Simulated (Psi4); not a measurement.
# PBE/6-31G(d) (spherical functions) run of Si2NH6Cl (SMILES N[SiH]([SiH3])Cl)

Aim: the energy change on altering one bond length of Si2NH6Cl at PBE/6-31G* (spherical functions), from 2 runs. 

The calculation is run with Psi4 1.11.

## 1. Starting point

The species is Si2NH6Cl (10 atoms), meant as a singlet with charge 0. As SMILES, `N[SiH]([SiH3])Cl`. The coordinates come from a PBE0-D4/def2-TZVP relaxation. This is one conformer, not always the lowest.

Bond lengths: N1–Si2 1.706 Å, Si2–Si3 2.336 Å, Si2–Cl4 2.083 Å, N1–H5 1.008 Å, N1–H6 1.008 Å, Si2–H7 1.482 Å, Si3–H8 1.486 Å, Si3–H9 1.489 Å, Si3–H10 1.488 Å. Some angles: N1–Si2–Si3 109.4°, N1–Si2–Cl4 114.5°, Si3–Si2–Cl4 106.1°, N1–Si2–H7 107.1°, Si3–Si2–H7 114.7°, Cl4–Si2–H7 105.1°, Si2–N1–H5 120.5°, Si2–N1–H6 120.3°, Si2–Si3–H8 110.2°, Si2–Si3–H9 108.8°.

## 2. Energy and gradient at PBE/6-31G(d) (spherical functions)

File job.in:

```
memory 2200 MB

molecule system {
  N     -0.94561895     3.09990673    -0.90064347
  Si    -0.16761871     0.04610932    -1.57735440
  Si     1.28123431    -1.94792969     2.08550175
  Cl    -3.15508674    -2.14635093    -2.90715467
  H     -2.01595983     3.50978833     0.61964120
  H     -1.24268390     4.35071646    -2.30641074
  H      1.68015550     0.11338357    -3.68156444
  H      1.64821913    -4.69143408     1.61590481
  H     -0.63513695    -1.61344817     4.11865809
  H      3.70934341    -0.81749552     2.93928001
  units bohr
  symmetry c1
}

set basis 6-31G*
set puream true
set e_convergence 1e-09
set d_convergence 1e-08
set scf_type pk
set dft_radial_points 99
set dft_spherical_points 590

result, w = gradient("pbe", return_wfn=True)
oeprop(w, "MULLIKEN_CHARGES", "QUADRUPOLE", "LOWDIN_CHARGES")
```

Command:

```sh
$ psi4 -n 1 job.in job.out
```

job.out:

```text
[...]
  Running in c1 symmetry.
[...]
  Nuclear repulsion =  274.285791812943842
[...]
  Multiplicity = 1
[...]
  Nalpha       = 29
  Nbeta        = 29
[...]
    Number of basis functions: 80
[...]
   @RKS iter   1: -1096.63750430882033   -1.29041e-02   1.05023e-02 ADIIS/DIIS
[...]
   @RKS iter  12: -1096.98235804151659   -4.54747e-12   9.94386e-09 DIIS
[...]
    Orbital Energies [Eh]
    ---------------------
    Doubly Occupied:
       1A   -100.636815     2A    -65.441009     3A    -65.393566
       4A    -13.995273     5A     -9.153663     6A     -6.975538
       7A     -6.969112     8A     -6.968822     9A     -5.083770
      10A     -5.047288    11A     -3.496662    12A     -3.494087
      13A     -3.493172    14A     -3.457529    15A     -3.457446
      16A     -3.457355    17A     -0.792444    18A     -0.736393
      19A     -0.512436    20A     -0.468806    21A     -0.455989
      22A     -0.375668    23A     -0.341062    24A     -0.314986
      25A     -0.312474    26A     -0.301311    27A     -0.274733
      28A     -0.247568    29A     -0.233884
[...]
  @RKS Final Energy: -1096.98235804151659
   => Energetics <=
    Nuclear Repulsion Energy =            274.2857918129438417
    One-Electron Energy =               -2062.9617216630831535
    Two-Electron Energy =                 770.4276585462043840
    DFT Exchange-Correlation Energy =     -78.7340867375818050
    Empirical Dispersion Energy =           0.0000000000000000
    VV10 Nonlocal Energy =                  0.0000000000000000
    Total Energy =                      -1096.9823580415165907
[...]
  -Total Gradient:
     Atom            X                  Y                   Z
    ------   -----------------  -----------------  -----------------
       1       -0.005827596323    -0.004880896911    -0.002606804163
       2       -0.005710649944     0.007656100174    -0.002757828768
       3        0.000633669421    -0.002213081266     0.002969901456
       4        0.008623313556     0.006749861064     0.004589451896
       5        0.006198929865    -0.002236076926    -0.008928041499
       6        0.001784600687    -0.007215850022     0.008386955376
       7       -0.003601054221    -0.000727722098     0.003739219107
       8       -0.000758093645     0.004804553089     0.000367288985
       9        0.002957182473    -0.000263641376    -0.003799752378
      10       -0.004296292644    -0.001671633509    -0.001966979801
[...]
 Multipole Moments:
 ------------------------------------------------------------------------------------
     Multipole            Electronic (a.u.)      Nuclear  (a.u.)        Total (a.u.)
 ------------------------------------------------------------------------------------
 L = 1.  Multiply by 2.5417464519 to convert [e a0] to [Debye]
 Dipole X            :         -5.0001506            5.1239089            0.1237584
 Dipole Y            :         -2.4620951            3.3380572            0.8759621
 Dipole Z            :         -4.9783895            5.2462556            0.2678661
 Magnitude           :                                                    0.9243257
 L = 2.  Multiply by 1.3450342976 to convert [e a0^2] to [Debye ang]
 Quadrupole XX       :       -231.6889344          194.9011111          -36.7878234
 Quadrupole XY       :        -11.5441734            8.7796390           -2.7645344
[...]
  Mulliken Charges: (a.u.)
   Center  Symbol    Alpha    Beta     Spin     Total
       1     N     3.90338  3.90338  0.00000 -0.80677
       2    SI     6.79231  6.79231  0.00000  0.41537
       3    SI     6.98503  6.98503  0.00000  0.02993
       4    CL     8.62317  8.62317  0.00000 -0.24634
       5     H     0.32856  0.32856  0.00000  0.34289
       6     H     0.32656  0.32656  0.00000  0.34688
       7     H     0.51440  0.51440  0.00000 -0.02879
       8     H     0.50640  0.50640  0.00000 -0.01280
       9     H     0.50976  0.50976  0.00000 -0.01952
      10     H     0.51043  0.51043  0.00000 -0.02086
[...]
```

It took 17 s on 1 thread of Intel Xeon 6975P-C (Granite Rapids), shared host; peak memory 1.3 GiB.

## 3. The distorted shape

File clh6nsi2.json:

```json
{
  "schema_name": "qcschema_input",
  "schema_version": 1,
  "molecule": {
    "schema_name": "qcschema_molecule",
    "schema_version": 2,
    "symbols": ["N", "Si", "Si", "Cl", "H", "H", "H", "H", "H", "H"],
    "geometry": [-1.12911325, 4.47167405, -0.66584311, -0.351113, 1.41787663, -1.34255404, 1.09774002, -0.57616238, 2.32030211, -3.33858103, -0.77458362, -2.67235431, -2.19945413, 4.88155564, 0.85444156, -1.4261782, 5.72248377, -2.07161037, 1.4966612, 1.48515088, -3.44676408, 1.64821913, -4.69143408, 1.61590481, -0.81863125, -0.24168085, 4.35345845, 3.52584911, 0.55427179, 3.17408037],
    "molecular_charge": 0,
    "molecular_multiplicity": 1,
    "fix_symmetry": "c1"
  },
  "driver": "gradient",
  "model": {
    "method": "pbe",
    "basis": "6-31G*"
  },
  "keywords": {
    "reference": "rks",
    "puream": true,
    "e_convergence": 1e-09,
    "d_convergence": 1e-08,
    "scf_type": "pk",
    "dft_radial_points": 99,
    "dft_spherical_points": 590,
    "scf_properties": ["LOWDIN_CHARGES", "DIPOLE", "MAYER_INDICES"]
  }
}
```

Command:

```sh
$ psi4 --qcschema clh6nsi2.json -n 1 --memory 2200MB
```

stdout, cut to the lines that bear on the results:

```text
[...]
  Running in c1 symmetry.
[...]
  Nuclear repulsion =  271.850120522503175
[...]
  Multiplicity = 1
[...]
  Nalpha       = 29
  Nbeta        = 29
[...]
    Number of basis functions: 80
[...]
   @RKS iter   1: -1096.53937839721834   -3.03825e-02   1.07367e-02 DIIS/ADIIS
[...]
   @RKS iter  13: -1096.91599655770278   -1.02318e-11   8.02233e-09 DIIS
[...]
  @RKS Final Energy: -1096.91599655770278
   => Energetics <=
    Nuclear Repulsion Energy =            271.8501205225031754
    One-Electron Energy =               -2057.6169674004408989
    Two-Electron Energy =                 767.4676015854399793
    DFT Exchange-Correlation Energy =     -78.6167512652049822
    Empirical Dispersion Energy =           0.0000000000000000
    VV10 Nonlocal Energy =                  0.0000000000000000
    Total Energy =                      -1096.9159965577027833
[...]
 Multipole Moments:
 ------------------------------------------------------------------------------------
     Multipole            Electronic (a.u.)      Nuclear  (a.u.)        Total (a.u.)
 ------------------------------------------------------------------------------------
 L = 1.  Multiply by 2.5417464519 to convert [e a0] to [Debye]
 Dipole X            :         -5.1776904            5.2107493            0.0330588
 Dipole Y            :         -1.4234462            2.6888555            1.2654093
 Dipole Z            :         -4.8656062            5.1351342            0.2695280
 Magnitude           :                                                    1.2942175
[...]
  -Total Gradient:
     Atom            X                  Y                   Z
    ------   -----------------  -----------------  -----------------
       1       -0.005789256222    -0.003752536427    -0.004641409310
       2       -0.004010478683     0.011088566147     0.001839613302
       3       -0.006400546929     0.050528008851     0.013129351033
       4        0.007657003325     0.005363183113     0.003680765585
       5        0.006519698638    -0.002474121851    -0.008834624271
       6        0.001141836199    -0.007297514455     0.008662832105
       7       -0.003775071883    -0.000668452478     0.002836302812
       8        0.007280447519    -0.056631264967    -0.010191418683
       9        0.002537510189     0.002681000382    -0.004194422236
      10       -0.005155240796     0.001158155068    -0.002288849916
[...]
```

It took 18 s on 1 thread of Intel Xeon 6975P-C (Granite Rapids), shared host; peak memory 1.3 GiB.

## 4. Results

Level: PBE/6-31G* (spherical functions).

| quantity | value |
| --- | --- |
| first shape: total energy | -1096.98236 Eh |
| first shape: dipole moment | 2.35 D |
| first shape: HOMO energy | -6.36 eV |
| first shape: LUMO energy | -0.63 eV |
| first shape: HOMO–LUMO gap | 5.74 eV |
| first shape: largest force on an atom | 0.611 eV/Å |
| distorted shape: total energy | -1096.91600 Eh |
| distorted shape: dipole moment | 3.29 D |
| distorted shape: HOMO energy | -6.46 eV |
| distorted shape: LUMO energy | -2.38 eV |
| distorted shape: HOMO–LUMO gap | 4.08 eV |
| distorted shape: largest force on an atom | 2.982 eV/Å |
| energy change with the Si3–H8 bond stretched from 1.486 to 2.228 Å | 1.806 eV |

**Reading.** With the Si3–H8 bond stretched from 1.486 to 2.228 Å the energy rises by 1.81 eV (174 kJ/mol). The first shape isn't relaxed at this level, so the change isn't measured from a minimum. The largest force (first shape) is 0.61 eV/Å: the shape isn't a stationary point for this species at this level.
